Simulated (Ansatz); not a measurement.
**F2GeH4OSi: a ladder of functionals and wavefunction methods**

How much do the methods differ for F2GeH4OSi? The plan is to run it at one geometry with functionals of several rungs and with coupled cluster, and see how far each lands from CCSD(T) at the basis-set limit for the atomisation energy.

Method: functionals in def2-TZVPP, the program's frozen cores in correlated methods; program: Ansatz 0.2.0, Gaussian basis.

Levels to be run: PBE-D4, r2SCAN-D4, PBE0-D4, B3LYP-D4, ωB97X-V, ωB97M-V, B2PLYP; CCSD(T)/def2-TZVPP; MP2/def2-QZVPP; extrapolation to the limit.

### Step 1. The geometry

The geometry comes from an earlier relaxation with PBE0-D4 in a triple-zeta def2 set; it is a stationary point, not always the lowest conformer.

SMILES `F[SiH](F)[O][GeH3]`, 9 atoms, charge 0, spin multiplicity 1.

Atoms are counted from 1 here; the program's logs count them from 0.

Bond lengths: F1–Si2 1.586 Å, Si2–F3 1.586 Å, Si2–O4 1.597 Å, Si2–H6 1.465 Å, O4–Ge5 1.787 Å, Ge5–H7 1.534 Å, Ge5–H8 1.531 Å, Ge5–H9 1.534 Å. Angles: F1–Si2–F3 105.7°, F1–Si2–O4 110.8°, F1–Si2–H6 109.2°, F3–Si2–O4 110.8°, F3–Si2–H6 109.2°, O4–Si2–H6 111.0°, Si2–O4–Ge5 140.1°, O4–Ge5–H7 107.6°, O4–Ge5–H8 104.7°, O4–Ge5–H9 107.6°, H7–Ge5–H8 112.2°, H7–Ge5–H9 111.9°, H8–Ge5–H9 112.2°.

As a file:

```tsv
atom	x (Å)	y (Å)	z (Å)
F1	-1.33236	0.49765	1.90859
Si2	-1.06812	1.06321	0.45019
F3	-0.07240	2.28384	0.63796
O4	-0.42206	-0.05824	-0.48571
Ge5	1.01312	-1.12094	-0.56055
H6	-2.32957	1.55266	-0.11256
H7	2.25573	-0.22260	-0.59315
H8	0.83952	-1.91669	-1.85661
H9	0.99006	-2.02138	0.68074
```

### Step 2. PBE-D4 (GGA)

Input file in.yaml:

```yaml
crystal:
  periodic: [false, false, false]
  atoms:
    - {symbol: F, position_ang: [-1.332364, 0.497646, 1.908589]}
    - {symbol: Si, position_ang: [-1.068120, 1.063207, 0.450185]}
    - {symbol: F, position_ang: [-0.072400, 2.283838, 0.637961]}
    - {symbol: O, position_ang: [-0.422064, -0.058236, -0.485707]}
    - {symbol: Ge, position_ang: [1.013122, -1.120943, -0.560552]}
    - {symbol: H, position_ang: [-2.329574, 1.552660, -0.112559]}
    - {symbol: H, position_ang: [2.255726, -0.222601, -0.593147]}
    - {symbol: H, position_ang: [0.839519, -1.916688, -1.856613]}
    - {symbol: H, position_ang: [0.990056, -2.021383, 0.680744]}
basis:
  gaussian: {orbitals: def2-TZVPP}
hamiltonian: {xc: pbe, dispersion: d4}
output: {forces: true, orbitals: {seedname: orbitals}}
```

The run is started by

```console
$ ansatz run in.yaml --threads 4 --pin off --events-out ev --progress --plain --max-ram 10444MiB
```

Standard output, cut to the lines that bear on the results:

```text
Functional definition: PBE
  name "PBE"
  cite "Perdew, Burke & Ernzerhof, Phys. Rev. Lett. 77, 3865 (1996) doi:10.1103/PhysRevLett.77.3865"
  parent pbe
[...]
1345 factors; their error is unknown
[...]
mean field -71930.74715279 eV, -2643.4062014535 hartree, gradient 5.6e-5 eV, S^2 0.000000; 0 other end points of the search recorded, 0 dependent functions left out
[...]
reference -71930.74719554 eV, -2643.4062030245 hartree; 38, 38 occupied and 201, 201 virtual orbitals, 1345 factors
Total energy: -71930.93981681 eV, -2643.4132817254 hartree
Atom 0 at    -1.332364     0.497646     1.908589 Å, force    -0.147064    -0.245676     0.626634 eV/Å
Atom 1 at    -1.068120     1.063207     0.450185 Å, force    -0.325781     0.095589    -0.188765 eV/Å
Atom 2 at    -0.072400     2.283838     0.637961 Å, force     0.412788     0.548071     0.062000 eV/Å
Atom 3 at    -0.422064    -0.058236    -0.485707 Å, force    -0.189424    -0.151368    -0.399580 eV/Å
Atom 4 at     1.013122    -1.120943    -0.560552 Å, force     0.287331    -0.203111    -0.001328 eV/Å
Atom 5 at    -2.329574     1.552660    -0.112559 Å, force    -0.156743     0.046801    -0.089565 eV/Å
Atom 6 at     2.255726    -0.222601    -0.593147 Å, force     0.142324     0.098035    -0.005145 eV/Å
Atom 7 at     0.839519    -1.916688    -1.856613 Å, force    -0.023478    -0.084243    -0.142269 eV/Å
Atom 8 at     0.990056    -2.021383     0.680744 Å, force     0.000047    -0.104098     0.138017 eV/Å
Dipole moment:     0.184331    -0.310644    -0.254791 e Å
```

It took 2.4 s on 4 threads of Arm Neoverse V1, shared host; peak memory 0.32 GiB.

With the free atoms at this level, -71897.137 eV in sum, the atomisation energy is 3261.5 kJ/mol. HOMO -7.87 eV, LUMO -1.06 eV.

### Step 3. r2SCAN-D4 (meta-GGA)

Edit in.yaml of step 2 so:

```diff
@@ -14,3 +14,3 @@
   gaussian: {orbitals: def2-TZVPP}
-hamiltonian: {xc: pbe, dispersion: d4}
+hamiltonian: {xc: r2scan, dispersion: d4}
 output: {forces: true, orbitals: {seedname: orbitals}}
```

Launched as before.

Standard output, cut to the lines that bear on the results:

```text
Functional definition: r2SCAN
  name "r2SCAN"
  cite "Furness, Kaplan, Ning, Perdew & Sun, J. Phys. Chem. Lett. 11, 8208 (2020) doi:10.1021/acs.jpclett.0c02405"
  cite "Furness, Kaplan, Ning, Perdew & Sun, J. Phys. Chem. Lett. 11, 9248 (2020) doi:10.1021/acs.jpclett.0c03077"
  parent r2scan
[...]
1345 factors; their error is unknown
[...]
mean field -71947.00806807 eV, -2644.0037790679 hartree, gradient 4.1e-5 eV, S^2 0.000000; 0 other end points of the search recorded, 0 dependent functions left out
[...]
reference -71947.00807993 eV, -2644.0037795037 hartree; 38, 38 occupied and 201, 201 virtual orbitals, 1345 factors
Total energy: -71947.05426014 eV, -2644.0054765951 hartree
Atom 0 at    -1.332364     0.497646     1.908589 Å, force    -0.012947    -0.020587     0.049975 eV/Å
Atom 1 at    -1.068120     1.063207     0.450185 Å, force    -0.061805     0.040252    -0.004782 eV/Å
Atom 2 at    -0.072400     2.283838     0.637961 Å, force     0.032980     0.044549     0.003612 eV/Å
Atom 3 at    -0.422064    -0.058236    -0.485707 Å, force    -0.001680    -0.050504    -0.072713 eV/Å
Atom 4 at     1.013122    -1.120943    -0.560552 Å, force     0.055903    -0.039278     0.000173 eV/Å
Atom 5 at    -2.329574     1.552660    -0.112559 Å, force     0.035651    -0.018071     0.009998 eV/Å
Atom 6 at     2.255726    -0.222601    -0.593147 Å, force    -0.051983    -0.033081     0.001558 eV/Å
Atom 7 at     0.839519    -1.916688    -1.856613 Å, force     0.005991     0.038889     0.060858 eV/Å
Atom 8 at     0.990056    -2.021383     0.680744 Å, force    -0.002111     0.037830    -0.048678 eV/Å
Dipole moment:     0.187582    -0.316277    -0.259507 e Å
```

Wall time 4.9 s (4 threads of Arm Neoverse V1, shared host); peak memory 0.34 GiB.

With the free atoms at this level, -71913.114 eV in sum, the atomisation energy is 3274.7 kJ/mol. HOMO -8.25 eV, LUMO -0.71 eV.

### Step 4. PBE0-D4 (hybrid)

Edit in.yaml of step 3 so:

```diff
@@ -14,3 +14,3 @@
   gaussian: {orbitals: def2-TZVPP}
-hamiltonian: {xc: r2scan, dispersion: d4}
-output: {forces: true, orbitals: {seedname: orbitals}}
+hamiltonian: {xc: pbe0, dispersion: d4}
+output: {orbitals: {seedname: orbitals}}
```

The command is unchanged.

Standard output:

```text
Functional definition: PBE0
  name "PBE0"
  cite "Adamo & Barone, J. Chem. Phys. 110, 6158 (1999) doi:10.1063/1.478522"
  cite "Perdew, Burke & Ernzerhof, Phys. Rev. Lett. 77, 3865 (1996) doi:10.1103/PhysRevLett.77.3865"
  parent pbe
  parameter a = 0.25
  parameter kappa = 0.804
  parameter beta = 0.06672455060314922
  exchange = (1 - a)*pbe_x(kappa = kappa, mu = beta*pi^2/3) + a*exact_x
  correlation = pbe_c(beta = beta)
1391 factors; their error is unknown
mean field evaluation 1: about -71926.5374 eV, gradient 6.8e1 eV
mean field evaluation 2: about -71914.7524 eV, gradient 1.1e2 eV
mean field evaluation 4: about -71932.7901 eV, gradient 5.7e0 eV
mean field evaluation 8: about -71932.8316 eV, gradient 3.5e-2 eV
mean field evaluation 16: about -71933.1441 eV, gradient 2.7e-5 eV
mean field -71933.14410558 eV, -2643.4942878438 hartree, gradient 2.7e-5 eV, S^2 0.000000; 0 other end points of the search recorded, 0 dependent functions left out
reference -71933.14413718 eV, -2643.4942890049 hartree; 38, 38 occupied and 201, 201 virtual orbitals, 1391 factors
Total energy: -71933.30758794 eV, -2643.5002957096 hartree
```

Wall time 3.2 s (4 threads of Arm Neoverse V1, shared host); peak memory 0.68 GiB.

Atomisation energy: 3204.6 kJ/mol (free atoms -71900.094 eV, run apart). HOMO -9.39 eV, LUMO -0.17 eV.

### Step 5. B3LYP-D4 (hybrid)

B3LYP here takes the VWN-RPA correlation.

Edit in.yaml of step 4 so:

```diff
@@ -14,3 +14,3 @@
   gaussian: {orbitals: def2-TZVPP}
-hamiltonian: {xc: pbe0, dispersion: d4}
-output: {orbitals: {seedname: orbitals}}
+hamiltonian: {xc: {name: B3LYP}, dispersion: d4}
+output: {forces: true, orbitals: {seedname: orbitals}}
```

Same command.

Standard output, cut to the lines that bear on the results:

```text
Functional definition: B3LYP
  name "B3LYP"
  cite "Stephens, Devlin, Chabalowski & Frisch, J. Phys. Chem. 98, 11623 (1994) doi:10.1021/j100096a001"
  cite "Becke, Phys. Rev. A 38, 3098 (1988) doi:10.1103/PhysRevA.38.3098"
  cite "Lee, Yang & Parr, Phys. Rev. B 37, 785 (1988) doi:10.1103/PhysRevB.37.785"
  cite "Vosko, Wilk & Nusair, Can. J. Phys. 58, 1200 (1980) doi:10.1139/p80-159"
[...]
1379 factors; their error is unknown
[...]
mean field -71953.04068301 eV, -2644.2254735781 hartree, gradient 4.2e-5 eV, S^2 0.000000; 0 other end points of the search recorded, 0 dependent functions left out
[...]
reference -71953.04095525 eV, -2644.2254835824 hartree; 38, 38 occupied and 201, 201 virtual orbitals, 1379 factors
Total energy: -71953.35336966 eV, -2644.2369646003 hartree
Atom 0 at    -1.332364     0.497646     1.908589 Å, force    -0.040143    -0.080910     0.202553 eV/Å
Atom 1 at    -1.068120     1.063207     0.450185 Å, force    -0.275099     0.068503    -0.176341 eV/Å
Atom 2 at    -0.072400     2.283838     0.637961 Å, force     0.138170     0.171934     0.022648 eV/Å
Atom 3 at    -0.422064    -0.058236    -0.485707 Å, force    -0.127094     0.053020    -0.051242 eV/Å
Atom 4 at     1.013122    -1.120943    -0.560552 Å, force     0.214327    -0.178808    -0.039264 eV/Å
Atom 5 at    -2.329574     1.552660    -0.112559 Å, force     0.080712    -0.029556     0.038513 eV/Å
Atom 6 at     2.255726    -0.222601    -0.593147 Å, force     0.004647     0.001516     0.001025 eV/Å
Atom 7 at     0.839519    -1.916688    -1.856613 Å, force     0.002699    -0.003163    -0.001795 eV/Å
Atom 8 at     0.990056    -2.021383     0.680744 Å, force     0.001782    -0.002537     0.003903 eV/Å
Dipole moment:     0.185961    -0.320748    -0.267427 e Å
```

Wall time 4.6 s (4 threads of Arm Neoverse V1, shared host); peak memory 0.71 GiB.

Atomisation energy: 3241.3 kJ/mol (free atoms -71919.759 eV, run apart). HOMO -9.15 eV, LUMO -0.42 eV.

### Step 6. ωB97X-V (range-separated)

Edit in.yaml of step 5 so:

```diff
@@ -14,3 +14,3 @@
   gaussian: {orbitals: def2-TZVPP}
-hamiltonian: {xc: {name: B3LYP}, dispersion: d4}
-output: {forces: true, orbitals: {seedname: orbitals}}
+hamiltonian: {xc: {name: wB97X-V}}
+output: {orbitals: {seedname: orbitals}}
```

The command is unchanged.

Standard output, cut to the lines that bear on the results:

```text
Functional definition: wB97X-V
  name "wB97X-V"
  cite "Mardirossian & Head-Gordon, Phys. Chem. Chem. Phys. 16, 9904 (2014) doi:10.1039/C3CP54374A"
  cite "Becke, J. Chem. Phys. 107, 8554 (1997) doi:10.1063/1.475007"
  cite "Vydrov & Van Voorhis, J. Chem. Phys. 133, 244103 (2010) doi:10.1063/1.3521275"
[...]
      + integral(e_c_pw_opposite_spin*poly(b97_u_opposite, cos0, cos1)) + vv10(b, c)
1379 factors; their error is unknown
277 factors; integrals over basis functions are off by at most 6.5e-6 eV
[...]
mean field -71942.21100580 eV, -2643.8274902813 hartree, gradient 2.1e-5 eV, S^2 0.000000; 0 other end points of the search recorded, 0 dependent functions left out
reference -71942.21100376 eV, -2643.8274902061 hartree; 38, 38 occupied and 201, 201 virtual orbitals, 1379 factors
Total energy: -71942.21100376 eV, -2643.8274902061 hartree
```

Run time: 8 s. Hardware: 4 threads of Arm Neoverse V1, shared host; peak memory 0.81 GiB.

Atomisation energy: 3289.1 kJ/mol (free atoms -71908.121 eV, run apart). HOMO -11.84 eV, LUMO 1.91 eV.

### Step 7. ωB97M-V (range-separated)

Edit in.yaml of step 6 so:

```diff
@@ -14,3 +14,3 @@
   gaussian: {orbitals: def2-TZVPP}
-hamiltonian: {xc: {name: wB97X-V}}
-output: {orbitals: {seedname: orbitals}}
+hamiltonian: {xc: {name: wB97M-V}}
+output: {forces: true, orbitals: {seedname: orbitals}}
```

The command is unchanged.

Standard output, cut to the lines that bear on the results:

```text
Functional definition: wB97M-V
  name "wB97M-V"
  cite "Mardirossian & Head-Gordon, J. Chem. Phys. 144, 214110 (2016) doi:10.1063/1.4952647"
  cite "Becke, J. Chem. Phys. 107, 8554 (1997) doi:10.1063/1.475007"
  cite "Vydrov & Van Voorhis, J. Chem. Phys. 133, 244103 (2010) doi:10.1063/1.3521275"
  # Of w^i u^j: cxij and so on, Table III.
[...]
  gx(w, u) = 1 - cx + cx01*u + cx10*w
  gss(w, u) = css00 + css04*u^4 + css10*w + css20*w^2 + css43*w^4*u^3
  gos(w, u) = cos00 + cos10*w + (cos20 + cos21*u)*w^2 + (cos60 + cos61*u)*w^6
[...]
      + integral(e_c_pw_mod_opposite_spin*gos(b97_w_opposite, b97_u_opposite)) + vv10(b, c)
1376 factors; their error is unknown
277 factors; integrals over basis functions are off by at most 6.5e-6 eV
[...]
Total energy: -71945.45347324 eV, -2643.9466487617 hartree
Atom 0 at    -1.332364     0.497646     1.908589 Å, force    -0.020519    -0.061638     0.141159 eV/Å
Atom 1 at    -1.068120     1.063207     0.450185 Å, force    -0.290729     0.073738    -0.184512 eV/Å
Atom 2 at    -0.072400     2.283838     0.637961 Å, force     0.103786     0.114551     0.015769 eV/Å
Atom 3 at    -0.422064    -0.058236    -0.485707 Å, force    -0.017340    -0.018600    -0.043372 eV/Å
Atom 4 at     1.013122    -1.120943    -0.560552 Å, force     0.151932    -0.123405    -0.023063 eV/Å
Atom 5 at    -2.329574     1.552660    -0.112559 Å, force     0.161290    -0.058997     0.077020 eV/Å
Atom 6 at     2.255726    -0.222601    -0.593147 Å, force    -0.103446    -0.067844     0.005396 eV/Å
Atom 7 at     0.839519    -1.916688    -1.856613 Å, force     0.016626     0.065321     0.108730 eV/Å
Atom 8 at     0.990056    -2.021383     0.680744 Å, force    -0.001601     0.076875    -0.097126 eV/Å
Dipole moment:     0.196083    -0.324973    -0.263342 e Å
```

Wall time 12 s (4 threads of Arm Neoverse V1, shared host); peak memory 0.91 GiB.

With the free atoms at this level, -71911.600 eV in sum, the atomisation energy is 3266.3 kJ/mol. HOMO -11.70 eV, LUMO 1.65 eV.

### Step 8. B2PLYP (double hybrid)

Edit in.yaml of step 7 so:

```diff
@@ -14,3 +14,2 @@
   gaussian: {orbitals: def2-TZVPP}
-hamiltonian: {xc: {name: wB97M-V}}
-output: {forces: true, orbitals: {seedname: orbitals}}
+hamiltonian: {xc: {name: B2PLYP}}
```

Same command.

Standard output, cut to the lines that bear on the results:

```text
Functional definition: B2PLYP
  name "B2PLYP"
  cite "Grimme, J. Chem. Phys. 124, 034108 (2006) doi:10.1063/1.2148954"
  cite "Becke, Phys. Rev. A 38, 3098 (1988) doi:10.1103/PhysRevA.38.3098"
  cite "Lee, Yang & Parr, Phys. Rev. B 37, 785 (1988) doi:10.1103/PhysRevB.37.785"
[...]
1480 factors; integrals over basis functions are off by at most 9.0e-4 eV
[...]
mean field -71924.11861915 eV, -2643.1626073353 hartree, gradient 9.4e-6 eV, S^2 0.000000; 0 other end points of the search recorded, 0 dependent functions left out
17 core orbitals not correlated: weight in the atoms' cores, before any rotation towards them, 1.000 or more for the frozen orbitals, at most 0.000 for the correlated occupied ones
reference -71924.11879071 eV, -2643.1626136399 hartree; 21, 21 occupied and 201, 201 virtual orbitals, 1480 factors
second order -36.02003063 eV of doubles, -0.00000000 eV of singles
Total energy: -71933.84419898 eV, -2643.5200158017 hartree
```

Run time: 5.5 s. Hardware: 4 threads of Arm Neoverse V1, shared host; peak memory 0.64 GiB.

Atomisation energy: 3236.7 kJ/mol (free atoms -71900.298 eV, run apart).

### Step 9. Frontier levels by functional

Dipoles come from the runs that computed forces. Levels are read from the orbital files that the runs wrote:

```tsv
functional	HOMO (eV)	LUMO (eV)	gap (eV)	dipole (D)
PBE-D4	-7.87	-1.06	6.81	2.12
r2SCAN-D4	-8.25	-0.71	7.54	2.16
PBE0-D4	-9.39	-0.17	9.22	
B3LYP-D4	-9.15	-0.42	8.73	2.20
ωB97X-V	-11.84	1.91	13.74	
ωB97M-V	-11.70	1.65	13.35	2.22
```

### Step 10. CCSD(T) in def2-TZVPP

Edit in.yaml of step 8 so:

```diff
@@ -14,2 +14,2 @@
   gaussian: {orbitals: def2-TZVPP}
-hamiltonian: {xc: {name: B2PLYP}}
+correlation: {method: ccsd_t}
```

Same command.

Standard output, cut to the lines that bear on the results:

```text
Functional definition: HF
  name "HF"
  cite "Fock, Z. Phys. 61, 126 (1930) doi:10.1007/BF01340294"
  parent pbe
[...]
1480 factors; integrals over basis functions are off by at most 9.0e-4 eV
[...]
mean field -71858.04580286 eV, -2640.7344761224 hartree, gradient 7.6e-6 eV, S^2 0.000000; 0 other end points of the search recorded, 0 dependent functions left out
17 core orbitals not correlated: weight in the atoms' cores, before any rotation towards them, 1.000 or more for the frozen orbitals, at most 0.000 for the correlated occupied ones
reference -71858.04580286 eV, -2640.7344761224 hartree; 21, 21 occupied and 201, 201 virtual orbitals, 1480 factors
second order -30.10425392 eV of doubles, -0.00000000 eV of singles
cycle   1  -29.76008787 eV  change    3.4e-1 eV  update   1.2e-1
[...]
cycle   9  -30.62846287 eV  change   -8.1e-6 eV  update   1.3e-5
perturbative correction -0.94876938 eV, -0.0348666316 hartree
Total energy: -71889.62303511 eV, -2641.8949180036 hartree
```

It took 3.8 min on 4 threads of Arm Neoverse V1, shared host; peak memory 4.8 GiB.

### Step 11. MP2 in def2-QZVPP

Edit in.yaml of step 10 so:

```diff
@@ -13,3 +13,3 @@
 basis:
-  gaussian: {orbitals: def2-TZVPP}
-correlation: {method: ccsd_t}
+  gaussian: {orbitals: "def2-QZVPP.json"}
+correlation: {method: mp2}
```

Same command.

Standard output:

```text
Functional definition: HF
  name "HF"
  cite "Fock, Z. Phys. 61, 126 (1930) doi:10.1007/BF01340294"
  parent pbe
  exchange = exact_x
  correlation = 0
2802 factors; integrals over basis functions are off by at most 9.4e-4 eV
mean field evaluation 1: about -71855.3472 eV, gradient 5.0e1 eV
mean field evaluation 2: about -71855.4820 eV, gradient 5.0e1 eV
mean field evaluation 4: about -71859.8040 eV, gradient 3.4e0 eV
mean field evaluation 8: about -71859.8491 eV, gradient 2.3e-1 eV
mean field -71859.84924484 eV, -2640.8007513926 hartree, gradient 2.7e-6 eV, S^2 0.000000; 0 other end points of the search recorded, 0 dependent functions left out
17 core orbitals not correlated: weight in the atoms' cores, before any rotation towards them, 1.000 or more for the frozen orbitals, at most 0.000 for the correlated occupied ones
reference -71859.84924484 eV, -2640.8007513926 hartree; 21, 21 occupied and 412, 412 virtual orbitals, 2802 factors
second order -39.38825190 eV of doubles, -0.00000000 eV of singles
Total energy: -71899.23749674 eV, -2642.2482429517 hartree
```

Run time: 21 s. Hardware: 4 threads of Arm Neoverse V1, shared host; peak memory 2.5 GiB.

The pieces so far (eV):

```tsv
basis	HF	MP2 correlation	CCSD correlation	(T)	total
def2-TZVPP	-71858.0458	-30.1043	-30.6285	-0.9488	-71889.6230
def2-QZVPP	-71859.8492	-39.3883			-71899.2375 (MP2)
```

The report of the def2-TZVPP run gives T1 = 0.0119.

### Step 12. The basis-set limit

No new run: Hartree-Fock is extrapolated as exp(−7.88√X) and correlation as X^−2.97, with X = 3 and 4; only MP2 was run in the larger set, so CCSD(T) minus MP2 is added from the smaller one.

```tsv
level	energy at the limit (eV)
HF	-71860.0976
MP2	-71906.3629
CCSD	-71906.8871
CCSD(T)	-71907.8359
```

This is no true limit for total energies: MP2 correlation changes by a factor of 1.31 from triple to quadruple zeta (about 1.07 in light molecules), because outer-core shells are correlated in sets not made for them. Much of that cancels between molecule and atoms or ions.

### Step 13. The ladder

Atomisation energy = energies of 2 F, 1 Si, 1 O, 1 Ge, 4 H (separate runs, same level) minus the molecule's; electronic only, no spin-orbit term.

Differences are taken before rounding.

```tsv
method	rung	atomisation energy (kJ/mol)	from CCSD(T)/CBS (kJ/mol)	time
PBE-D4	GGA	3261.5	-41.8	2.4 s
r2SCAN-D4	meta-GGA	3274.7	-28.6	4.9 s
PBE0-D4	hybrid	3204.6	-98.8	3.2 s
B3LYP-D4	hybrid	3241.3	-62.0	4.6 s
ωB97X-V	range-separated	3289.1	-14.2	8 s
ωB97M-V	range-separated	3266.3	-37.0	12 s
B2PLYP	double hybrid	3236.7	-66.7	5.5 s
HF/def2-TZVPP	wavefunction	2426.4	-876.9	
MP2/def2-TZVPP	wavefunction	3295.2	-8.2	
CCSD/def2-TZVPP	wavefunction	3173.3	-130.1	
CCSD(T)/def2-TZVPP	wavefunction	3216.1	-87.2	3.8 min
MP2/CBS	wavefunction	3382.4	+79.0	
CCSD(T)/CBS	wavefunction	3303.3	0	4.2 min
```

Among the levels timed on like hardware and quicker than the yardstick, those that no quicker one beats, quickest first: PBE-D4 (2.4 s, -41.8 kJ/mol); r2SCAN-D4 (4.9 s, -28.6 kJ/mol); ωB97X-V (8 s, -14.2 kJ/mol).

B2PLYP carry no dispersion term (for B3LYP, D4 adds 30.1 kJ/mol).

Times are those of the molecule's run; HF, MP2 and CCSD come out of the CCSD(T) runs, and the limit's time is the sum of the runs that it needs.

### Step 14. Results

| quantity | value |
| --- | --- |
| atomisation energy, CCSD(T)/CBS | 3303.3 kJ/mol |
| functionals within 33.0 kJ/mol (1.0 %) | r2SCAN-D4, ωB97X-V |
| farthest | PBE0-D4 (-98.8 kJ/mol) |
| mean size of error, hybrid | 80.4 kJ/mol |
| mean size of error, range-separated | 25.6 kJ/mol |
| gap, smallest and largest | 6.81 eV (PBE-D4), 13.74 eV (ωB97X-V) |
| T1 diagnostic | 0.0119 |
| triples share of the correlation energy | 3.0 % |

**Reading.** PBE-D4 is off by -41.8 kJ/mol. Double hybrids carry the basis error of their MP2 part in triple zeta, and no dispersion term here, so their miss is partly the set-up's. Misses under about 33.0 kJ/mol are within the doubt on the reference itself, which lacks core-valence correlation, relativity and higher excitations, and its outer-core shells are covered unevenly. Hartree-Fock recovers 73 % of the binding; the rest is correlation. The gap grows from 6.8 to 13.7 eV across the functionals, mostly with the share of exact exchange. Correlated methods include outer-core shells of Ge, which these sets cover unevenly.

For cost: ωB97X-V gets within 14.2 kJ/mol in 8 s, where CCSD(T)/CBS took 4.2 min; the quickest level in the cost chart, PBE-D4, takes 2.4 s and misses by 41.8 kJ/mol.
